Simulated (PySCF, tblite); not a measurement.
**C₃H₂F₃NO₂: dynamics, then NMR shifts on frames**

How do NMR shifts of C₃H₂F₃NO₂ (`NC(=O)C(=O)C(F)(F)F`) change as the atoms move?

The runs use tblite 0.8.0 and PySCF 2.14.0, with density-fitted response routines of our own; the level of theory stands in each step. All values are computed, except where a source is named. Atoms count from 0, in the outputs and in this text.

## Step 1: The starting structure

11 atoms, charge 0, multiplicity 1; geometry from: GFN2-xTB.

Bonds of the start (Å): N0–C1 1.34, C1–O2 1.20, C1–C3 1.54, C3–O4 1.20, C3–C5 1.55, C5–F6 1.33, C5–F7 1.33, C5–F8 1.33, N0–H9 1.01, N0–H10 1.01.

## Step 2: Thermal motion with GFN2-xTB

The job: settings as JSON, then the geometry in Å.

```
{"job": {"kind": "md", "xc": "GFN2-xTB", "basis": "xTB", "temperature": 600, "steps": 2000, "every": 50, "frames": 5}, "charge": 0, "multiplicity": 1}
N     -2.003437     0.445217    -0.103803
C     -0.693024     0.698265     0.028597
O     -0.183321     1.776107     0.199814
C      0.133214    -0.599684    -0.065322
O     -0.338842    -1.686067    -0.233553
C      1.663739    -0.380641     0.080387
F      2.327036    -1.535179    -0.011652
F      2.129304     0.423962    -0.876806
F      1.963886     0.157491     1.263967
H     -2.666265     1.201987    -0.064172
H     -2.326866    -0.498788    -0.243421
```

Level: GFN2-xTB Langevin dynamics, gas phase.

Started as:

```bash
$ OMP_NUM_THREADS=1 python probes_run.py task.json out
```

This one command runs all jobs of the session in turn.

Standard output:

```text
t/fs     T/K      E/eV
    0.0   526.4   -888.78461
   25.0   302.2   -888.35122
   50.0   414.1   -888.57167
   75.0   362.1   -888.35769
  100.0   455.1   -888.21741
  125.0   321.9   -888.02945
  150.0   602.1   -888.29737
  175.0   506.0   -888.31629
  200.0   552.9   -888.25480
  225.0   549.2   -888.28973
  250.0   629.4   -888.37287
  275.0   500.2   -888.12488
  300.0   643.9   -888.17119
  325.0   800.8   -888.31045
  350.0   587.4   -887.89726
  375.0   501.2   -887.78969
  400.0   704.6   -887.89083
  425.0   883.9   -888.08909
  450.0   896.2   -888.03820
  475.0   695.8   -887.62018
  500.0   709.0   -887.89692
  525.0   675.0   -887.84388
  550.0   674.3   -887.87966
  575.0   874.1   -887.82457
  600.0   506.5   -887.60481
  625.0   981.5   -888.07769
  650.0   497.3   -887.79782
  675.0   592.0   -888.01403
  700.0   688.1   -888.33565
  725.0   581.8   -888.10767
  750.0   477.9   -887.98810
  775.0   542.9   -888.01024
  800.0   634.5   -887.88158
  825.0   640.1   -888.07688
  850.0   710.2   -888.27933
  875.0   501.5   -888.05004
  900.0   415.7   -888.07555
  925.0   481.1   -888.07436
  950.0   685.8   -888.00934
  975.0   600.4   -887.64948
 1000.0   692.9   -887.93431
```

Run time: 11 s. Hardware: 1 thread of Intel Xeon Platinum 8488C, shared host; peak memory 0.18 GiB.

Distance from the start (root mean square after alignment): 0 fs 0.00 Å, 200 fs 0.20 Å, 400 fs 0.40 Å, 600 fs 0.24 Å, 800 fs 0.36 Å, 1000 fs 0.65 Å.

Positions (Å) and forces (eV/Å) at 1000 fs:

```xyz
11

N    -2.250   -1.515    0.122   -0.316    0.103   -2.925
C    -1.180   -1.177   -0.659    1.222   -1.198    1.710
O    -0.998   -1.034   -1.827   -0.635    0.264    0.097
C     0.173   -1.278    0.435   -0.795    1.681   -4.282
O    -0.110   -1.698    1.474    0.253   -1.426    3.518
C     1.563   -0.599    0.041   -0.907    0.270    0.183
F     1.524    0.510    0.830    0.401   -0.200   -0.306
F     2.719   -1.249    0.312   -1.075    0.415   -0.467
F     1.527   -0.164   -1.237    0.539   -0.498    0.873
H    -3.107   -1.914   -0.350    1.362    0.819    0.817
H    -2.015   -1.803    1.042   -0.049   -0.229    0.783
```

## Step 3: Shielding tensors: 250 fs, PBE0/pcSseg-1

The job: settings as JSON, then the geometry in Å.

```
{"job": {"kind": "nmr", "xc": "PBE0", "basis": "pcSseg-1", "pop": false}, "charge": 0, "multiplicity": 1}
N     -2.283500    -0.634500    -0.454300
C     -1.100300    -0.086300    -0.086100
O     -0.773100     1.074300    -0.351900
C     -0.113500    -1.194400     0.442500
O     -0.350800    -2.314300     0.747300
C      1.406500    -0.735600     0.325700
F      2.153000    -1.733700     0.926700
F      1.834900    -0.476400    -0.944700
F      1.697400     0.393200     0.960200
H     -3.100700    -0.080300    -0.623700
H     -2.391200    -1.646300    -0.485800
```

Method: GIAO PBE0/pcSseg-1 NMR shielding, non-relativistic, gas phase.

Standard output:

```text
coarse grid: 10992 points
cycle   1  E = -619.0798217805  dE =  1.695e+00  |g| = 1.432e+00  |ddm| = 3.106e+00
cycle   2  E = -617.5698401575  dE =  1.510e+00  |g| = 3.224e+00  |ddm| = 3.614e+00
cycle   3  E = -619.4481434269  dE = -1.878e+00  |g| = 3.136e-01  |ddm| = 2.866e+00
cycle   4  E = -619.4575725794  dE = -9.429e-03  |g| = 2.198e-01  |ddm| = 3.108e-01
cycle   5  E = -619.4656219387  dE = -8.049e-03  |g| = 5.942e-02  |ddm| = 1.672e-01
cycle   6  E = -619.4662511712  dE = -6.292e-04  |g| = 1.932e-02  |ddm| = 5.183e-02
cycle   7  E = -619.4663178897  dE = -6.672e-05  |g| = 4.789e-03  |ddm| = 1.501e-02
cycle   8  E = -619.4663219599  dE = -4.070e-06  |g| = 1.231e-03  |ddm| = 4.456e-03
final grid: 112592 points
cycle   9  E = -619.5576486820  dE = -1.357e-05  |g| = 1.631e-02  |ddm| = 2.198e-02
cycle  10  E = -619.5574670094  dE =  1.817e-04  |g| = 3.537e-02  |ddm| = 3.316e-02
cycle  11  E = -619.5576962254  dE = -2.292e-04  |g| = 1.911e-03  |ddm| = 2.413e-02
cycle  12  E = -619.5576968207  dE = -5.953e-07  |g| = 4.484e-04  |ddm| = 1.427e-03
cycle  13  E = -619.5576968348  dE = -1.417e-08  |g| = 3.400e-04  |ddm| = 4.862e-04
cycle  14  E = -619.5576968559  dE = -2.110e-08  |g| = 5.084e-05  |ddm| = 2.421e-04
cycle  15  E = -619.5576968564  dE = -4.679e-10  |g| = 1.583e-05  |ddm| = 5.121e-05
converged SCF energy = -619.5576968564

GIAO shielding tensors (ppm)
atom      isotropic    diamagn.    paramagn.     s11        s22        s33       span
  0 N      152.719     321.659    -168.940     53.251    184.035    220.872    167.621
  1 C       20.576     246.786    -226.210    -86.891     59.978     88.642    175.534
  2 O     -125.286     402.507    -527.793   -398.450   -307.215    329.807    728.257
  3 C        4.070     254.754    -250.683    -92.568     33.511     71.268    163.836
  4 O     -303.112     396.110    -699.222   -810.666   -449.849    351.178   1161.844
  5 C       54.263     241.814    -187.551     38.347     50.613     73.829     35.482
  6 F      244.808     469.151    -224.343    145.660    235.308    353.455    207.795
  7 F      230.203     473.955    -243.752    139.493    215.689    335.428    195.936
  8 F      247.122     473.560    -226.439    167.212    252.518    321.635    154.423
  9 H       26.906      29.391      -2.485     22.813     23.244     34.662     11.849
 10 H       25.659      30.350      -4.691     20.599     25.056     31.321     10.723
```

Wall time 20 s (1 thread of Intel Xeon Platinum 8488C, shared host); peak memory 0.72 GiB.

The references, computed at this level on geometries of the same kind, shield at (ppm): 1H TMS 31.72, 13C TMS 186.9, 19F CFCl3 170.9, 15N NH3 267.7, 17O H2O 336.1. Their shielding less the atom's gives the shift. The references are single molecules in the gas phase, so shifts against H2O, NH3, PH3, H3PO4 or CFCl3 are not on the usual liquid scales and can be off by tens of ppm. Each atom is listed at this fixed geometry, with no averaging over motion; a spectrum would average atoms that exchange fast.

```csv
atoms,environment,σ (ppm),δ (ppm)
C3,ketone carbonyl carbon,4.1,182.9
C1,amide carbonyl carbon,20.6,166.3
C5,CF3 carbon,54.3,132.7
H10,hydrogen on an amide-type nitrogen,25.66,6.06
H9,hydrogen on an amide-type nitrogen,26.91,4.81
N0,amide-type nitrogen,152.7,115.0
O4,ketone oxygen,-303.1,639.2
O2,amide-type carbonyl oxygen,-125.3,461.4
F7,fluorine of a CF3 group,230.2,-59.3
F6,fluorine of a CF3 group,244.8,-73.9
F8,fluorine of a CF3 group,247.1,-76.2
```

## Step 4: Nuclear shieldings: 425 fs, PBE0/pcSseg-1

The job: settings as JSON, then the geometry in Å.

```
{"job": {"kind": "nmr", "xc": "PBE0", "basis": "pcSseg-1", "pop": false}, "charge": 0, "multiplicity": 1}
N     -1.790500    -1.585300    -0.681600
C     -0.805300    -0.809400    -0.121900
O     -0.656300     0.413800    -0.357600
C      0.147600    -1.546900     0.872800
O     -0.288900    -2.371200     1.608600
C      1.591200    -1.015200     0.803700
F      2.342300    -1.615600     1.580600
F      2.208800    -1.231500    -0.455200
F      1.544100     0.321700     1.076900
H     -2.378700    -1.119400    -1.446300
H     -2.033600    -2.465600    -0.277600
```

With the program's defaults for keys left out, this is: GIAO PBE0/pcSseg-1 NMR shielding, non-relativistic, gas phase.

Standard output:

```text
coarse grid: 10992 points
cycle   1  E = -619.0740479904  dE =  1.779e+00  |g| = 1.429e+00  |ddm| = 3.113e+00
cycle   2  E = -617.5723280692  dE =  1.502e+00  |g| = 3.175e+00  |ddm| = 3.632e+00
cycle   3  E = -619.4342901997  dE = -1.862e+00  |g| = 3.560e-01  |ddm| = 2.910e+00
cycle   4  E = -619.4474089521  dE = -1.312e-02  |g| = 2.426e-01  |ddm| = 3.798e-01
cycle   5  E = -619.4572694922  dE = -9.861e-03  |g| = 7.483e-02  |ddm| = 1.938e-01
cycle   6  E = -619.4582796996  dE = -1.010e-03  |g| = 1.808e-02  |ddm| = 5.916e-02
cycle   7  E = -619.4583361447  dE = -5.645e-05  |g| = 5.936e-03  |ddm| = 1.492e-02
cycle   8  E = -619.4583421406  dE = -5.996e-06  |g| = 1.671e-03  |ddm| = 4.939e-03
final grid: 112592 points
cycle   9  E = -619.5477342964  dE = -1.034e-05  |g| = 1.663e-02  |ddm| = 2.176e-02
cycle  10  E = -619.5475480376  dE =  1.863e-04  |g| = 3.583e-02  |ddm| = 3.379e-02
cycle  11  E = -619.5477827706  dE = -2.347e-04  |g| = 2.408e-03  |ddm| = 2.450e-02
cycle  12  E = -619.5477837251  dE = -9.544e-07  |g| = 4.611e-04  |ddm| = 1.770e-03
cycle  13  E = -619.5477837420  dE = -1.695e-08  |g| = 3.419e-04  |ddm| = 5.048e-04
cycle  14  E = -619.5477837625  dE = -2.051e-08  |g| = 5.458e-05  |ddm| = 2.462e-04
cycle  15  E = -619.5477837631  dE = -5.396e-10  |g| = 1.503e-05  |ddm| = 5.575e-05
converged SCF energy = -619.5477837631

GIAO shielding tensors (ppm)
atom      isotropic    diamagn.    paramagn.     s11        s22        s33       span
  0 N      141.142     324.224    -183.082     29.617    166.178    227.632    198.015
  1 C        8.221     249.807    -241.586    -96.983     36.171     85.475    182.458
  2 O     -151.107     404.630    -555.737   -454.689   -310.950    312.317    767.006
  3 C       -0.764     254.408    -255.172    -96.047     10.875     82.880    178.926
  4 O     -290.255     394.276    -684.531   -818.071   -424.314    371.619   1189.690
  5 C       60.942     238.244    -177.302     39.986     63.203     79.638     39.652
  6 F      287.344     461.824    -174.480    244.806    292.646    324.581     79.775
  7 F      215.056     473.891    -258.835     98.441    177.932    368.795    270.354
  8 F      221.949     475.528    -253.579    125.165    216.882    323.799    198.633
  9 H       24.711      27.978      -3.268     21.186     21.616     31.330     10.144
 10 H       25.514      31.059      -5.545     20.820     24.730     30.992     10.172
```

Wall time 19 s (1 thread of Intel Xeon Platinum 8488C, shared host); peak memory 0.74 GiB.

In short: δ C3 187.7, C1 178.7, C5 126.0, N0 126.6, H9 7.01, H10 6.20 ppm.

## Step 5: Shielding tensors: 625 fs, PBE0/pcSseg-1

The job: settings as JSON, then the geometry in Å.

```
{"job": {"kind": "nmr", "xc": "PBE0", "basis": "pcSseg-1", "pop": false}, "charge": 0, "multiplicity": 1}
N     -1.558600    -2.043100    -0.292700
C     -0.501200    -1.277200    -0.207500
O     -0.174600    -0.436200    -1.039700
C      0.438000    -1.600500     0.889300
O      0.196800    -2.266600     1.886200
C      1.818300    -0.920900     0.810600
F      2.588800    -1.015000     1.949200
F      2.652600    -1.399900    -0.061100
F      1.662300     0.312500     0.476200
H     -2.301100    -2.010000    -1.076700
H     -1.956000    -2.737100     0.369100
```

Level: GIAO PBE0/pcSseg-1 NMR shielding, non-relativistic, gas phase.

Standard output:

```text
coarse grid: 10992 points
cycle   1  E = -619.0721369200  dE =  1.992e+00  |g| = 1.425e+00  |ddm| = 3.142e+00
cycle   2  E = -617.7183693712  dE =  1.354e+00  |g| = 3.059e+00  |ddm| = 3.824e+00
cycle   3  E = -619.4367436496  dE = -1.718e+00  |g| = 3.150e-01  |ddm| = 3.013e+00
cycle   4  E = -619.4484313021  dE = -1.169e-02  |g| = 1.927e-01  |ddm| = 2.952e-01
cycle   5  E = -619.4542959061  dE = -5.865e-03  |g| = 6.244e-02  |ddm| = 1.556e-01
cycle   6  E = -619.4550103814  dE = -7.145e-04  |g| = 1.911e-02  |ddm| = 5.730e-02
cycle   7  E = -619.4550752478  dE = -6.487e-05  |g| = 5.365e-03  |ddm| = 1.549e-02
cycle   8  E = -619.4550803314  dE = -5.084e-06  |g| = 1.437e-03  |ddm| = 4.847e-03
final grid: 112592 points
cycle   9  E = -619.5437486641  dE = -8.747e-06  |g| = 1.638e-02  |ddm| = 2.318e-02
cycle  10  E = -619.5435590322  dE =  1.896e-04  |g| = 3.592e-02  |ddm| = 3.651e-02
cycle  11  E = -619.5437972786  dE = -2.382e-04  |g| = 1.363e-03  |ddm| = 2.602e-02
cycle  12  E = -619.5437975715  dE = -2.929e-07  |g| = 3.967e-04  |ddm| = 1.146e-03
cycle  13  E = -619.5437975831  dE = -1.165e-08  |g| = 2.891e-04  |ddm| = 4.388e-04
cycle  14  E = -619.5437975985  dE = -1.542e-08  |g| = 5.167e-05  |ddm| = 2.231e-04
cycle  15  E = -619.5437975990  dE = -4.925e-10  |g| = 1.507e-05  |ddm| = 5.023e-05
converged SCF energy = -619.5437975990

GIAO shielding tensors (ppm)
atom      isotropic    diamagn.    paramagn.     s11        s22        s33       span
  0 N      154.304     317.221    -162.916     77.316    186.590    199.006    121.691
  1 C       30.904     245.541    -214.638    -73.975     67.910     98.776    172.750
  2 O     -109.982     404.512    -514.494   -409.139   -270.937    350.131    759.270
  3 C       -6.537     252.315    -258.851   -112.952      7.078     86.264    199.215
  4 O     -407.105     393.490    -800.594  -1078.450   -521.813    378.949   1457.399
  5 C       65.434     238.264    -172.829     45.216     62.125     88.963     43.748
  6 F      240.055     467.625    -227.570    147.246    206.892    366.026    218.780
  7 F      256.861     469.531    -212.670    188.560    261.141    320.881    132.321
  8 F      253.315     476.814    -223.499    180.963    266.647    312.334    131.371
  9 H       25.252      26.773      -1.521     20.491     22.129     33.135     12.644
 10 H       24.921      27.954      -3.033     19.160     23.625     31.979     12.819
```

It took 20 s on 1 thread of Intel Xeon Platinum 8488C, shared host; peak memory 0.74 GiB.

Key values: δ C3 193.5, C1 156.0, C5 121.5, N0 113.4, H10 6.80, H9 6.46 ppm.

## Step 6: NMR shieldings: 800 fs, PBE0/pcSseg-1

The job: settings as JSON, then the geometry in Å.

```
{"job": {"kind": "nmr", "xc": "PBE0", "basis": "pcSseg-1", "pop": false}, "charge": 0, "multiplicity": 1}
N     -2.071800    -1.541500    -0.085400
C     -0.913300    -1.094600    -0.526300
O     -0.656800    -0.960000    -1.725500
C      0.253500    -1.374300     0.525400
O      0.070300    -1.924800     1.607200
C      1.666900    -0.733700     0.334700
F      1.920100    -0.365800     1.686000
F      2.556700    -1.639900    -0.092700
F      1.704100     0.438100    -0.261700
H     -2.960700    -1.506200    -0.662700
H     -1.991400    -2.099900     0.783600
```

Method: GIAO PBE0/pcSseg-1 NMR shielding, non-relativistic, gas phase.

Standard output:

```text
coarse grid: 10992 points
cycle   1  E = -619.0457381274  dE =  1.695e+00  |g| = 1.451e+00  |ddm| = 3.118e+00
cycle   2  E = -617.3736279702  dE =  1.672e+00  |g| = 3.345e+00  |ddm| = 3.923e+00
cycle   3  E = -619.4297636668  dE = -2.056e+00  |g| = 3.125e-01  |ddm| = 3.151e+00
cycle   4  E = -619.4390220211  dE = -9.258e-03  |g| = 2.217e-01  |ddm| = 2.975e-01
cycle   5  E = -619.4473006674  dE = -8.279e-03  |g| = 4.047e-02  |ddm| = 1.506e-01
cycle   6  E = -619.4475450036  dE = -2.443e-04  |g| = 2.308e-02  |ddm| = 4.142e-02
cycle   7  E = -619.4476407855  dE = -9.578e-05  |g| = 6.091e-03  |ddm| = 1.750e-02
cycle   8  E = -619.4476470364  dE = -6.251e-06  |g| = 1.816e-03  |ddm| = 5.370e-03
final grid: 112592 points
cycle   9  E = -619.5375026270  dE = -4.267e-06  |g| = 1.755e-02  |ddm| = 2.223e-02
cycle  10  E = -619.5372784173  dE =  2.242e-04  |g| = 3.894e-02  |ddm| = 3.701e-02
cycle  11  E = -619.5375584835  dE = -2.801e-04  |g| = 1.616e-03  |ddm| = 2.653e-02
cycle  12  E = -619.5375589076  dE = -4.241e-07  |g| = 3.415e-04  |ddm| = 1.042e-03
cycle  13  E = -619.5375589201  dE = -1.247e-08  |g| = 1.826e-04  |ddm| = 2.896e-04
cycle  14  E = -619.5375589253  dE = -5.222e-09  |g| = 7.360e-05  |ddm| = 1.530e-04
cycle  15  E = -619.5375589263  dE = -9.909e-10  |g| = 1.978e-05  |ddm| = 6.772e-05
converged SCF energy = -619.5375589263

GIAO shielding tensors (ppm)
atom      isotropic    diamagn.    paramagn.     s11        s22        s33       span
  0 N      145.928     323.259    -177.332     46.085    181.971    209.727    163.642
  1 C       18.071     242.811    -224.740    -90.124     58.767     85.569    175.693
  2 O     -123.579     400.189    -523.768   -400.183   -297.849    327.296    727.479
  3 C      -12.984     256.163    -269.146   -123.310     11.983     72.376    195.686
  4 O     -360.390     396.348    -756.738   -888.445   -517.545    324.821   1213.267
  5 C       53.434     242.852    -189.418     35.342     47.794     77.166     41.824
  6 F      186.502     472.835    -286.334     75.392    144.877    339.236    263.844
  7 F      248.087     468.736    -220.648    168.574    253.648    322.039    153.465
  8 F      260.000     475.018    -215.019    190.295    266.090    323.614    133.319
  9 H       24.871      26.497      -1.626     21.296     21.904     31.414     10.118
 10 H       24.299      29.704      -5.405     18.156     24.883     29.859     11.702
```

Run time: 21 s. Hardware: 1 thread of Intel Xeon Platinum 8488C, shared host; peak memory 0.74 GiB.

This run: δ C3 199.9, C1 168.9, C5 133.5, N0 121.8, H10 7.42, H9 6.85 ppm.

## Step 7: Nuclear shieldings: 1000 fs, PBE0/pcSseg-1

The job: settings as JSON, then the geometry in Å.

```
{"job": {"kind": "nmr", "xc": "PBE0", "basis": "pcSseg-1", "pop": false}, "charge": 0, "multiplicity": 1}
N     -2.249900    -1.514700     0.122300
C     -1.179800    -1.177300    -0.659500
O     -0.997900    -1.034400    -1.826500
C      0.172800    -1.277600     0.434700
O     -0.109700    -1.697600     1.473900
C      1.562600    -0.599400     0.040500
F      1.524500     0.509600     0.829800
F      2.718700    -1.249300     0.312200
F      1.527300    -0.163800    -1.236600
H     -3.107000    -1.913900    -0.350100
H     -2.015300    -1.802600     1.042200
```

With the program's defaults for keys left out, this is: GIAO PBE0/pcSseg-1 NMR shielding, non-relativistic, gas phase.

Standard output:

```text
coarse grid: 10992 points
cycle   1  E = -619.0891489943  dE =  1.699e+00  |g| = 1.398e+00  |ddm| = 3.116e+00
cycle   2  E = -617.6992655796  dE =  1.390e+00  |g| = 3.121e+00  |ddm| = 3.249e+00
cycle   3  E = -619.4335739280  dE = -1.734e+00  |g| = 2.873e-01  |ddm| = 2.618e+00
cycle   4  E = -619.4415890638  dE = -8.015e-03  |g| = 2.036e-01  |ddm| = 2.858e-01
cycle   5  E = -619.4484151394  dE = -6.826e-03  |g| = 4.992e-02  |ddm| = 1.424e-01
cycle   6  E = -619.4488645885  dE = -4.494e-04  |g| = 1.855e-02  |ddm| = 4.366e-02
cycle   7  E = -619.4489239466  dE = -5.936e-05  |g| = 4.863e-03  |ddm| = 1.437e-02
cycle   8  E = -619.4489281324  dE = -4.186e-06  |g| = 1.144e-03  |ddm| = 4.478e-03
final grid: 112592 points
cycle   9  E = -619.5406601528  dE = -1.523e-05  |g| = 1.644e-02  |ddm| = 2.200e-02
cycle  10  E = -619.5405051891  dE =  1.550e-04  |g| = 3.362e-02  |ddm| = 2.936e-02
cycle  11  E = -619.5407079835  dE = -2.028e-04  |g| = 1.424e-03  |ddm| = 2.064e-02
cycle  12  E = -619.5407082956  dE = -3.121e-07  |g| = 4.292e-04  |ddm| = 1.051e-03
cycle  13  E = -619.5407083166  dE = -2.102e-08  |g| = 2.391e-04  |ddm| = 3.705e-04
cycle  14  E = -619.5407083269  dE = -1.022e-08  |g| = 4.081e-05  |ddm| = 1.680e-04
cycle  15  E = -619.5407083272  dE = -2.974e-10  |g| = 1.207e-05  |ddm| = 3.987e-05
converged SCF energy = -619.5407083272

GIAO shielding tensors (ppm)
atom      isotropic    diamagn.    paramagn.     s11        s22        s33       span
  0 N      164.000     321.783    -157.783     63.703    194.491    233.807    170.104
  1 C       22.310     249.232    -226.922    -76.559     60.761     82.728    159.287
  2 O      -45.761     400.326    -446.087   -240.662   -207.660    311.037    551.699
  3 C       -5.569     257.756    -263.325   -102.592     20.568     65.318    167.909
  4 O     -245.149     399.459    -644.608   -701.005   -356.012    321.569   1022.574
  5 C       54.580     242.011    -187.431     36.475     51.265     75.999     39.525
  6 F      234.791     475.517    -240.725    152.167    224.655    327.552    175.384
  7 F      246.632     468.461    -221.829    173.351    223.704    342.841    169.491
  8 F      247.614     474.243    -226.629    157.811    233.535    351.494    193.683
  9 H       26.213      25.230       0.983     22.183     22.532     33.924     11.741
 10 H       24.308      33.171      -8.863     16.972     25.229     30.722     13.750
```

It took 18 s on 1 thread of Intel Xeon Platinum 8488C, shared host; peak memory 0.74 GiB.

Key values: δ C3 192.5, C1 164.6, C5 132.3, N0 103.7, H10 7.41, H9 5.50 ppm.

## Step 8: Side by side: NMR shifts

Shifts (ppm) of some atoms, chosen among heavy atoms and hydrogens apart, with basis size and wall time:

```csv
frame,H10,H9,O4,O2,F7,F6,F8,functions,time
250 fs,6.06,4.81,639.2,461.4,-59.3,-73.9,-76.2,163,20 s
425 fs,6.20,7.01,626.3,487.2,-44.1,-116.4,-51.0,163,19 s
625 fs,6.80,6.46,743.2,446.1,-85.9,-69.1,-82.4,163,20 s
800 fs,7.42,6.85,696.5,459.7,-77.1,-15.6,-89.1,163,21 s
1000 fs,7.41,5.50,581.2,381.8,-75.7,-63.8,-76.7,163,18 s
```

## Step 9: Outcome

```
                                        quantity                    value
                                      thermostat                    600 K
                   mean temperature, second half                    627 K
         mean potential energy above the minimum                  0.81 eV
  13C shifts against TMS (PBE0/pcSseg-1, 250 fs)  182.9, 166.3, 132.7 ppm
   1H shifts against TMS (PBE0/pcSseg-1, 250 fs)           6.06, 4.81 ppm
  15N shifts against NH3 (PBE0/pcSseg-1, 250 fs)                115.0 ppm
  17O shifts against H2O (PBE0/pcSseg-1, 250 fs)         639.2, 461.4 ppm
19F shifts against CFCl3 (PBE0/pcSseg-1, 250 fs)  -59.3, -73.9, -76.2 ppm
                        range of the shift of O4       581.2 to 743.2 ppm
```

In the second half the potential energy averages 0.81 eV above the minimum; equipartition over 27 harmonic modes at 600 K would give 0.70 eV. With 11 atoms the temperature swings widely (302 to 982 K). Shifts at one fixed geometry are not the observed spectrum, which averages over the motion. In the first frame run (250 fs): The largest span, 1162 ppm, is at O4, where the paramagnetic term is -699 ppm. In ppm, O4 moves most: its shift spreads over 162.0 ppm, from 581.2 (1000 fs) to 743.2 (625 fs).
